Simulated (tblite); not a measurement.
# H9NSi3: the cost of one run

Programs: tblite 0.8.0 and PySCF 2.14.0. All values are calculated, for the isolated system unless a continuum is named. Atoms count from 0, parts from 1.

## (1) Starting point

13 atoms, charge 0, multiplicity 1; geometry: distance geometry start.

## (2) Relaxing the cluster with GFN2-xTB

Job settings and geometry (Å):

```
{"job": {"kind": "relax", "xc": "GFN2-xTB", "basis": "xTB"}, "charge": 0, "multiplicity": 1}
Si     0.598385    -0.829718     0.672093
Si    -0.725314     0.539289     1.815590
N      0.120503    -0.772697    -1.093900
Si     0.644264     0.710489    -2.014641
H      0.438864    -2.150994     1.149950
H      1.963574    -0.446490     0.802180
H     -0.072731     1.818397     1.896918
H     -1.986997     0.687616     1.161918
H     -0.909622     0.028857     3.130095
H     -0.803268    -1.144597    -1.327302
H      0.409014     1.856657    -1.226690
H     -0.091012     0.796211    -3.215731
H      2.022787     0.630471    -2.295943
```

With the program's defaults for keys left out, this is: GFN2-xTB geometry optimisation, gas phase.

The run is started by

```console
$ OMP_NUM_THREADS=1 python cluster_run.py task.json out
```

The driver reads the jobs from task.json and runs them one after another.

Q: Estimate the wall time of this first job on 1 thread of Arm Neoverse V2, shared host.

About 2.2 s.
